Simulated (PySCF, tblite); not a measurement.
# C5H5FO: a rotation path, then NMR shifts on frames

How do NMR shifts of C5H5FO (`C=C(C)C(F)=C=O`) change as the atoms move?

The runs use tblite 0.8.0 and PySCF 2.14.0, with density-fitted response routines of our own; the level of theory stands in each step. All values are computed, except where a source is named. Atoms count from 0, in the outputs and in this text.

### Step 1. The molecule as given

12 atoms, charge 0, multiplicity 1; geometry from: GFN2-xTB.

Bonds of the start (Å): C0–C1 1.33, C1–C2 1.50, C1–C3 1.46, C3–F4 1.36, C3–C5 1.31, C5–O6 1.16, C0–H7 1.08, C0–H8 1.08, C2–H9 1.09, C2–H10 1.09, C2–H11 1.09.

### Step 2. The rotation path with GFN2-xTB

The job: settings as JSON, then the geometry in Å.

```
{"job": {"kind": "neb", "xc": "GFN2-xTB", "basis": "xTB", "atoms": [2, 1, 3, 4], "turn": 180}, "charge": 0, "multiplicity": 1}
C     -1.172697    -1.285768     0.052547
C     -0.290785    -0.292154     0.002756
C     -0.608560     1.081684    -0.506421
C      1.084325    -0.488866     0.457789
F      1.429144    -1.719943     0.935274
C      1.988421     0.460738     0.427296
O      2.728203     1.356176     0.365190
H     -2.184985    -1.144607    -0.280733
H     -0.911699    -2.260448     0.424917
H     -0.440856     1.826206     0.271099
H     -1.646745     1.133320    -0.821204
H      0.027432     1.332977    -1.354537
```

With the program's defaults for keys left out, this is: GFN2-xTB climbing-image nudged elastic band, gas phase.

Command:

```
OMP_NUM_THREADS=1 python probes_run.py task.json out
```

This one command runs all jobs of the session in turn.

The log of the run:

```text
image   E - E0 / eV
  0       0.0000
  1       0.0459
  2       0.1362
  3       0.2154
  4       0.2360
  5       0.1842
  6       0.1072
  7       0.0591
  8       0.0424
```

Wall time 1.5 s (1 thread of Intel Xeon 6975P-C, shared host); peak memory 0.18 GiB.

The final band, with the dihedral C2–C1–C3–F4:

```csv
image,dihedral (°),energy (eV),energy (kcal/mol)
0,180,0.000,0.0
1,203,0.046,1.1
2,225,0.136,3.1
3,249,0.215,5.0
4,273,0.236,5.4
5,295,0.184,4.2
6,317,0.107,2.5
7,338,0.059,1.4
8,360,0.042,1.0
```

### Step 3. NMR shieldings: image 0, PBE0/pcSseg-1

The job: settings as JSON, then the geometry in Å.

```
{"job": {"kind": "nmr", "xc": "PBE0", "basis": "pcSseg-1", "pop": false}, "charge": 0, "multiplicity": 1}
C     -1.172700    -1.285800     0.052500
C     -0.290800    -0.292200     0.002800
C     -0.608600     1.081700    -0.506400
C      1.084300    -0.488900     0.457800
F      1.429100    -1.719900     0.935300
C      1.988400     0.460700     0.427300
O      2.728200     1.356200     0.365200
H     -2.185000    -1.144600    -0.280700
H     -0.911700    -2.260400     0.424900
H     -0.440900     1.826200     0.271100
H     -1.646700     1.133300    -0.821200
H      0.027400     1.333000    -1.354500
```

Level: GIAO PBE0/pcSseg-1 NMR shielding, non-relativistic, gas phase.

The log of the run:

```text
coarse grid: 10704 points
cycle   1  E = -367.9010908881  dE =  1.160e+00  |g| = 7.887e-01  |ddm| = 3.306e+00
cycle   2  E = -367.5236020463  dE =  3.775e-01  |g| = 1.636e+00  |ddm| = 1.731e+00
cycle   3  E = -368.0141238380  dE = -4.905e-01  |g| = 2.234e-01  |ddm| = 1.195e+00
cycle   4  E = -368.0241798422  dE = -1.006e-02  |g| = 8.960e-02  |ddm| = 2.566e-01
cycle   5  E = -368.0257836736  dE = -1.604e-03  |g| = 2.595e-02  |ddm| = 8.809e-02
cycle   6  E = -368.0259401653  dE = -1.565e-04  |g| = 7.285e-03  |ddm| = 2.733e-02
cycle   7  E = -368.0259514839  dE = -1.132e-05  |g| = 2.475e-03  |ddm| = 6.525e-03
cycle   8  E = -368.0259529300  dE = -1.446e-06  |g| = 5.901e-04  |ddm| = 2.193e-03
final grid: 105712 points
cycle   9  E = -368.0852247196  dE = -1.434e-05  |g| = 1.246e-02  |ddm| = 2.961e-02
cycle  10  E = -368.0851269826  dE =  9.774e-05  |g| = 2.581e-02  |ddm| = 2.469e-02
cycle  11  E = -368.0852542386  dE = -1.273e-04  |g| = 2.764e-03  |ddm| = 1.741e-02
cycle  12  E = -368.0852558546  dE = -1.616e-06  |g| = 3.148e-04  |ddm| = 2.251e-03
cycle  13  E = -368.0852558679  dE = -1.331e-08  |g| = 1.329e-04  |ddm| = 4.155e-04
cycle  14  E = -368.0852558709  dE = -2.952e-09  |g| = 3.155e-05  |ddm| = 1.207e-04
cycle  15  E = -368.0852558711  dE = -2.101e-10  |g| = 8.743e-06  |ddm| = 2.978e-05
converged SCF energy = -368.0852558711

GIAO shielding tensors (ppm)
atom      isotropic    diamagn.    paramagn.     s11        s22        s33       span
  0 C       72.140     251.100    -178.960    -21.269     72.505    165.184    186.452
  1 C       51.132     262.506    -211.374    -68.040     66.126    155.311    223.351
  2 C      167.765     247.398     -79.634    153.364    158.594    191.336     37.972
  3 C       56.192     249.386    -193.195    -52.051     90.906    129.720    181.771
  4 F      479.457     472.564       6.893    300.223    408.034    730.113    429.891
  5 C      -77.625     262.833    -340.458   -131.966    -83.344    -17.565    114.402
  6 O     -276.027     400.760    -676.787   -742.275   -279.476    193.669    935.944
  7 H       26.582      30.813      -4.231     23.573     25.250     30.924      7.351
  8 H       26.244      30.641      -4.397     23.973     24.220     30.540      6.567
  9 H       30.208      30.217      -0.009     26.013     28.287     36.326     10.313
 10 H       29.548      29.928      -0.380     25.493     28.274     34.877      9.385
 11 H       30.213      30.215      -0.002     26.012     28.296     36.329     10.317
```

It took 8.9 s on 1 thread of Intel Xeon 6975P-C, shared host; peak memory 0.7 GiB.

The references, computed at this level on geometries of the same kind, shield at (ppm): 1H TMS 31.72, 13C TMS 186.9, 19F CFCl3 170.9, 17O H2O 336.1. Their shielding less the atom's gives the shift. The references are single molecules in the gas phase, so shifts against H2O, NH3, PH3, H3PO4 or CFCl3 are not on the usual liquid scales and can be off by tens of ppm. Each atom is listed at this fixed geometry, with no averaging over motion; a spectrum would average atoms that exchange fast.

```csv
atoms,environment,σ (ppm),δ (ppm)
C5,central carbon of a ketene,-77.6,264.6
C1,fully substituted alkene carbon,51.1,135.8
C3,terminal carbon of a ketene,56.2,130.7
C0,terminal =CH2 carbon,72.1,114.8
C2,allylic methyl carbon,167.8,19.2
H8,hydrogen on a terminal =CH2 carbon,26.24,5.47
H7,hydrogen on a terminal =CH2 carbon,26.58,5.13
H10,hydrogen on an allylic methyl carbon,29.55,2.17
H9,hydrogen on an allylic methyl carbon,30.21,1.51
H11,hydrogen on an allylic methyl carbon,30.21,1.50
F4,vinylic fluorine,479.5,-308.5
O6,carbonyl oxygen,-276.0,612.1
```

### Step 4. NMR shieldings: image 2, PBE0/pcSseg-1

The job: settings as JSON, then the geometry in Å.

```
{"job": {"kind": "nmr", "xc": "PBE0", "basis": "pcSseg-1", "pop": false}, "charge": 0, "multiplicity": 1}
C     -1.169100    -1.177500     0.308600
C     -0.277900    -0.255400    -0.032100
C     -0.618900     1.032300    -0.716800
C      1.162000    -0.488500     0.219900
F      1.658200    -1.725900    -0.080100
C      1.928700     0.409800     0.776700
O      2.515600     1.274700     1.289600
H     -2.216300    -1.045900     0.099600
H     -0.886700    -2.095700     0.793500
H     -0.302200     1.884900    -0.118300
H     -1.688800     1.100400    -0.891600
H     -0.103500     1.086100    -1.675200
```

Level: GIAO PBE0/pcSseg-1 NMR shielding, non-relativistic, gas phase.

The log of the run:

```text
coarse grid: 10704 points
cycle   1  E = -367.9020482307  dE =  1.137e+00  |g| = 7.713e-01  |ddm| = 3.248e+00
cycle   2  E = -367.5345569741  dE =  3.675e-01  |g| = 1.615e+00  |ddm| = 1.621e+00
cycle   3  E = -368.0052631686  dE = -4.707e-01  |g| = 2.330e-01  |ddm| = 1.150e+00
cycle   4  E = -368.0164791898  dE = -1.122e-02  |g| = 7.984e-02  |ddm| = 2.552e-01
cycle   5  E = -368.0177118356  dE = -1.233e-03  |g| = 2.113e-02  |ddm| = 7.517e-02
cycle   6  E = -368.0178069455  dE = -9.511e-05  |g| = 5.872e-03  |ddm| = 2.232e-02
cycle   7  E = -368.0178142997  dE = -7.354e-06  |g| = 1.914e-03  |ddm| = 6.050e-03
final grid: 105712 points
cycle   8  E = -368.0777942689  dE = -1.004e-05  |g| = 1.355e-02  |ddm| = 2.664e-02
cycle   9  E = -368.0776697062  dE =  1.246e-04  |g| = 2.856e-02  |ddm| = 2.873e-02
cycle  10  E = -368.0778303113  dE = -1.606e-04  |g| = 2.843e-03  |ddm| = 1.968e-02
cycle  11  E = -368.0778320393  dE = -1.728e-06  |g| = 3.341e-04  |ddm| = 2.480e-03
cycle  12  E = -368.0778320519  dE = -1.254e-08  |g| = 1.702e-04  |ddm| = 4.086e-04
cycle  13  E = -368.0778320571  dE = -5.192e-09  |g| = 4.043e-05  |ddm| = 1.482e-04
cycle  14  E = -368.0778320575  dE = -3.945e-10  |g| = 1.344e-05  |ddm| = 4.957e-05
converged SCF energy = -368.0778320575

GIAO shielding tensors (ppm)
atom      isotropic    diamagn.    paramagn.     s11        s22        s33       span
  0 C       61.287     251.857    -190.570    -41.196     64.871    160.186    201.382
  1 C       47.135     261.424    -214.289    -74.417     58.677    157.147    231.564
  2 C      162.268     246.554     -84.286    142.546    157.804    186.455     43.909
  3 C       62.386     249.607    -187.222    -45.964     95.926    137.194    183.158
  4 F      471.268     471.895      -0.627    299.075    366.136    748.593    449.517
  5 C      -69.697     262.200    -331.897   -109.877    -79.787    -19.426     90.451
  6 O     -258.311     400.882    -659.193   -704.643   -269.400    199.111    903.753
  7 H       25.974      30.833      -4.858     22.743     25.399     29.780      7.037
  8 H       25.831      30.407      -4.575     22.367     24.802     30.325      7.957
  9 H       30.096      30.157      -0.061     25.950     28.558     35.780      9.831
 10 H       29.606      30.053      -0.446     25.579     28.287     34.954      9.375
 11 H       29.444      29.159       0.284     25.514     27.944     34.874      9.360
```

Wall time 8.6 s (1 thread of Intel Xeon 6975P-C, shared host); peak memory 0.77 GiB.

This run: δ C5 256.6, C1 139.8, C0 125.6, C3 124.5, H8 5.89, H7 5.74 ppm.

### Step 5. NMR shieldings: image 4, PBE0/pcSseg-1

The job: settings as JSON, then the geometry in Å.

```
{"job": {"kind": "nmr", "xc": "PBE0", "basis": "pcSseg-1", "pop": false}, "charge": 0, "multiplicity": 1}
C     -1.105000    -1.031100     0.529400
C     -0.261600    -0.192800    -0.051800
C     -0.670900     0.951700    -0.924800
C      1.214700    -0.383600     0.100000
F      1.833800    -1.158300    -0.842700
C      1.874400     0.162400     1.078300
O      2.354100     0.712000     1.987700
H     -2.170000    -0.933900     0.400100
H     -0.770000    -1.852500     1.138500
H     -0.306000     1.890200    -0.509300
H     -1.752600     0.998600    -1.013100
H     -0.239700     0.836600    -1.918300
```

Level: GIAO PBE0/pcSseg-1 NMR shielding, non-relativistic, gas phase.

The log of the run:

```text
coarse grid: 10704 points
cycle   1  E = -367.9053374401  dE =  1.116e+00  |g| = 7.581e-01  |ddm| = 3.231e+00
cycle   2  E = -367.5436632642  dE =  3.617e-01  |g| = 1.598e+00  |ddm| = 1.553e+00
cycle   3  E = -368.0022160814  dE = -4.586e-01  |g| = 2.338e-01  |ddm| = 1.123e+00
cycle   4  E = -368.0133239130  dE = -1.111e-02  |g| = 7.850e-02  |ddm| = 2.486e-01
cycle   5  E = -368.0144663874  dE = -1.142e-03  |g| = 2.138e-02  |ddm| = 7.203e-02
cycle   6  E = -368.0145560433  dE = -8.966e-05  |g| = 6.673e-03  |ddm| = 2.109e-02
cycle   7  E = -368.0145661061  dE = -1.006e-05  |g| = 2.347e-03  |ddm| = 6.822e-03
cycle   8  E = -368.0145673669  dE = -1.261e-06  |g| = 5.931e-04  |ddm| = 2.200e-03
final grid: 105712 points
cycle   9  E = -368.0751155314  dE = -1.412e-05  |g| = 1.268e-02  |ddm| = 2.481e-02
cycle  10  E = -368.0750153215  dE =  1.002e-04  |g| = 2.608e-02  |ddm| = 2.568e-02
cycle  11  E = -368.0751464657  dE = -1.311e-04  |g| = 3.008e-03  |ddm| = 1.762e-02
cycle  12  E = -368.0751484237  dE = -1.958e-06  |g| = 3.430e-04  |ddm| = 2.506e-03
cycle  13  E = -368.0751484375  dE = -1.378e-08  |g| = 1.637e-04  |ddm| = 4.187e-04
cycle  14  E = -368.0751484423  dE = -4.852e-09  |g| = 3.725e-05  |ddm| = 1.524e-04
cycle  15  E = -368.0751484427  dE = -3.182e-10  |g| = 1.307e-05  |ddm| = 4.028e-05
converged SCF energy = -368.0751484427

GIAO shielding tensors (ppm)
atom      isotropic    diamagn.    paramagn.     s11        s22        s33       span
  0 C       50.950     252.666    -201.716    -50.790     59.296    144.345    195.134
  1 C       44.939     259.824    -214.886    -78.636     51.988    161.464    240.099
  2 C      159.600     246.440     -86.839    139.074    154.613    185.114     46.040
  3 C       68.294     249.780    -181.486    -38.306    100.579    142.610    180.916
  4 F      471.817     471.449       0.367    311.316    368.671    735.462    424.146
  5 C      -58.733     261.683    -320.416    -81.595    -75.455    -19.149     62.446
  6 O     -228.977     400.859    -629.836   -652.982   -248.819    214.871    867.853
  7 H       25.621      30.874      -5.254     22.910     24.685     29.267      6.356
  8 H       25.738      30.538      -4.799     22.506     24.644     30.065      7.559
  9 H       29.637      29.452       0.185     25.851     27.901     35.159      9.308
 10 H       29.506      30.012      -0.505     25.450     28.263     34.805      9.355
 11 H       28.925      28.722       0.203     25.241     28.060     33.474      8.233
```

Run time: 8.8 s. Hardware: 1 thread of Intel Xeon 6975P-C, shared host; peak memory 0.77 GiB.

This run: δ C5 245.7, C1 142.0, C0 136.0, C3 118.6, H7 6.10, H8 5.98 ppm.

### Step 6. Shielding tensors: image 6, PBE0/pcSseg-1

The job: settings as JSON, then the geometry in Å.

```
{"job": {"kind": "nmr", "xc": "PBE0", "basis": "pcSseg-1", "pop": false}, "charge": 0, "multiplicity": 1}
C     -1.028400    -0.847900     0.710800
C     -0.235500    -0.119900    -0.067100
C     -0.727900     0.829800    -1.114700
C      1.232900    -0.193000     0.060900
F      1.968600    -0.237800    -1.089300
C      1.821200    -0.190300     1.227400
O      2.244800    -0.137000     2.310000
H     -2.099600    -0.784400     0.632900
H     -0.638400    -1.537600     1.438300
H     -0.399600     1.843300    -0.885700
H     -1.812600     0.811500    -1.159900
H     -0.324200     0.562400    -2.089600
```

Level: GIAO PBE0/pcSseg-1 NMR shielding, non-relativistic, gas phase.

The log of the run:

```text
coarse grid: 10704 points
cycle   1  E = -367.9072486665  dE =  1.137e+00  |g| = 7.672e-01  |ddm| = 3.259e+00
cycle   2  E = -367.5396832676  dE =  3.676e-01  |g| = 1.612e+00  |ddm| = 1.586e+00
cycle   3  E = -368.0080138673  dE = -4.683e-01  |g| = 2.387e-01  |ddm| = 1.137e+00
cycle   4  E = -368.0198709164  dE = -1.186e-02  |g| = 7.737e-02  |ddm| = 2.541e-01
cycle   5  E = -368.0210407581  dE = -1.170e-03  |g| = 1.944e-02  |ddm| = 7.132e-02
cycle   6  E = -368.0211150512  dE = -7.429e-05  |g| = 6.248e-03  |ddm| = 1.982e-02
cycle   7  E = -368.0211237733  dE = -8.722e-06  |g| = 2.047e-03  |ddm| = 6.898e-03
final grid: 105712 points
cycle   8  E = -368.0816116734  dE = -7.317e-06  |g| = 1.470e-02  |ddm| = 2.895e-02
cycle   9  E = -368.0814745394  dE =  1.371e-04  |g| = 3.051e-02  |ddm| = 2.945e-02
cycle  10  E = -368.0816527990  dE = -1.783e-04  |g| = 3.101e-03  |ddm| = 2.030e-02
cycle  11  E = -368.0816549249  dE = -2.126e-06  |g| = 4.392e-04  |ddm| = 2.680e-03
cycle  12  E = -368.0816549606  dE = -3.563e-08  |g| = 2.022e-04  |ddm| = 5.438e-04
cycle  13  E = -368.0816549707  dE = -1.019e-08  |g| = 4.856e-05  |ddm| = 2.196e-04
cycle  14  E = -368.0816549712  dE = -4.853e-10  |g| = 1.369e-05  |ddm| = 4.523e-05
converged SCF energy = -368.0816549712

GIAO shielding tensors (ppm)
atom      isotropic    diamagn.    paramagn.     s11        s22        s33       span
  0 C       69.806     252.801    -182.995    -26.085     83.307    152.197    178.282
  1 C       42.893     261.073    -218.179    -74.608     48.305    154.983    229.591
  2 C      163.722     245.658     -81.936    144.916    160.353    185.896     40.981
  3 C       63.370     249.723    -186.353    -38.471     94.271    134.310    172.781
  4 F      480.409     472.099       8.311    314.073    407.029    720.126    406.053
  5 C      -62.788     262.447    -325.235    -90.997    -76.900    -20.468     70.529
  6 O     -232.765     400.973    -633.739   -654.293   -247.236    203.233    857.526
  7 H       26.236      31.092      -4.856     22.970     25.311     30.428      7.458
  8 H       26.676      31.480      -4.803     24.475     24.606     30.948      6.473
  9 H       29.519      28.737       0.781     25.692     27.500     35.365      9.674
 10 H       29.564      29.789      -0.225     25.697     28.179     34.818      9.121
 11 H       29.052      28.512       0.540     24.814     28.646     33.695      8.881
```

Run time: 8.8 s. Hardware: 1 thread of Intel Xeon 6975P-C, shared host; peak memory 0.77 GiB.

In short: δ C5 249.7, C1 144.0, C3 123.6, C0 117.1, H7 5.48, H8 5.04 ppm.

### Step 7. Shielding tensors: image 8, PBE0/pcSseg-1

The job: settings as JSON, then the geometry in Å.

```
{"job": {"kind": "nmr", "xc": "PBE0", "basis": "pcSseg-1", "pop": false}, "charge": 0, "multiplicity": 1}
C     -1.035500    -0.654000     0.843600
C     -0.241400    -0.022200    -0.017100
C     -0.739200     0.671500    -1.246200
C      1.209500     0.050100     0.166700
F      1.926800     0.724100    -0.780800
C      1.855500    -0.486600     1.174300
O      2.351900    -0.989600     2.096500
H     -2.098100    -0.693200     0.687700
H     -0.656800    -1.146500     1.722000
H     -0.475200     1.727900    -1.216200
H     -1.818000     0.575800    -1.321800
H     -0.278200     0.242100    -2.134800
```

Level: GIAO PBE0/pcSseg-1 NMR shielding, non-relativistic, gas phase.

The log of the run:

```text
coarse grid: 10704 points
cycle   1  E = -367.9002425733  dE =  1.159e+00  |g| = 7.809e-01  |ddm| = 3.323e+00
cycle   2  E = -367.5322353164  dE =  3.680e-01  |g| = 1.618e+00  |ddm| = 1.689e+00
cycle   3  E = -368.0081642773  dE = -4.759e-01  |g| = 2.426e-01  |ddm| = 1.178e+00
cycle   4  E = -368.0205094487  dE = -1.235e-02  |g| = 7.955e-02  |ddm| = 2.599e-01
cycle   5  E = -368.0217727539  dE = -1.263e-03  |g| = 1.940e-02  |ddm| = 7.389e-02
cycle   6  E = -368.0218516286  dE = -7.887e-05  |g| = 5.385e-03  |ddm| = 2.003e-02
cycle   7  E = -368.0218579624  dE = -6.334e-06  |g| = 1.230e-03  |ddm| = 6.082e-03
final grid: 105712 points
cycle   8  E = -368.0814405983  dE = -9.564e-06  |g| = 1.356e-02  |ddm| = 2.855e-02
cycle   9  E = -368.0813216200  dE =  1.190e-04  |g| = 2.825e-02  |ddm| = 2.780e-02
cycle  10  E = -368.0814758753  dE = -1.543e-04  |g| = 3.062e-03  |ddm| = 1.938e-02
cycle  11  E = -368.0814778714  dE = -1.996e-06  |g| = 3.103e-04  |ddm| = 2.583e-03
cycle  12  E = -368.0814778845  dE = -1.312e-08  |g| = 1.584e-04  |ddm| = 4.416e-04
cycle  13  E = -368.0814778895  dE = -4.999e-09  |g| = 3.839e-05  |ddm| = 1.521e-04
cycle  14  E = -368.0814778898  dE = -3.523e-10  |g| = 1.506e-05  |ddm| = 4.106e-05
converged SCF energy = -368.0814778898

GIAO shielding tensors (ppm)
atom      isotropic    diamagn.    paramagn.     s11        s22        s33       span
  0 C       84.591     253.647    -169.056    -17.999    112.933    158.838    176.837
  1 C       45.036     261.453    -216.417    -69.184     55.790    148.501    217.685
  2 C      164.475     245.075     -80.600    154.669    155.873    182.883     28.214
  3 C       54.332     249.014    -194.682    -56.341     88.511    130.826    187.167
  4 F      501.610     472.404      29.206    296.922    396.929    810.978    514.057
  5 C      -85.734     263.178    -348.912   -153.574    -82.133    -21.497    132.076
  6 O     -293.327     401.105    -694.432   -784.491   -278.723    183.232    967.724
  7 H       26.333      31.159      -4.826     22.863     25.162     30.973      8.111
  8 H       27.358      32.372      -5.015     25.000     25.603     31.470      6.470
  9 H       29.449      28.533       0.915     25.345     28.102     34.899      9.555
 10 H       29.638      29.651      -0.013     25.867     28.160     34.888      9.021
 11 H       29.446      28.535       0.910     25.325     28.135     34.877      9.552
```

Run time: 8.7 s. Hardware: 1 thread of Intel Xeon 6975P-C, shared host; peak memory 0.77 GiB.

Key values: δ C5 272.7, C1 141.9, C3 132.6, C0 102.3, H7 5.38, H8 4.36 ppm.

### Step 8. Run by run: NMR shifts

Shifts (ppm) of some atoms, chosen among heavy atoms and hydrogens apart, with basis size and wall time:

```csv
frame,C5,C3,C0,H8,H11,F4,O6,functions,time
image 0,264.6,130.7,114.8,5.47,1.50,-308.5,612.1,144,8.9 s
image 2,256.6,124.5,125.6,5.89,2.27,-300.3,594.4,144,8.6 s
image 4,245.7,118.6,136.0,5.98,2.79,-300.9,565.1,144,8.8 s
image 6,249.7,123.6,117.1,5.04,2.67,-309.5,568.8,144,8.8 s
image 8,272.7,132.6,102.3,4.36,2.27,-330.7,629.4,144,8.7 s
```

### Step 9. Results

| quantity | value |
| --- | --- |
| barrier | 0.236 eV (5.4 kcal/mol) at image 4 |
| end to end (GFN2-xTB) | 0.042 eV |
| 13C shifts against TMS (PBE0/pcSseg-1, image 0) | 264.6, 135.8, 130.7, 114.8, 19.2 ppm |
| 1H shifts against TMS (PBE0/pcSseg-1, image 0) | 5.47, 5.13, 2.17, 1.51, 1.50 ppm |
| 19F shifts against CFCl3 (PBE0/pcSseg-1, image 0) | -308.5 ppm |
| 17O shifts against H2O (PBE0/pcSseg-1, image 0) | 612.1 ppm |
| range of the shift of O6 | 565.1 to 629.4 ppm |

In words: Along the band the dihedral turns by 180°, and the top (dihedral 273°) lies 5.4 kcal/mol above the start (GFN2-xTB, rough), so at room temperature this motion is fast. Ends this close can change order at a higher level. The top was not checked by a frequency run. Shifts at one fixed geometry are not the observed spectrum, which averages over the motion. In the first frame run (image 0): The widest tensor belongs to O6: span 936 ppm, with a paramagnetic part of -677 ppm. Across the 5 runs the shift of O6 moves most, between 565.1 (image 4) and 629.4 ppm (image 8).
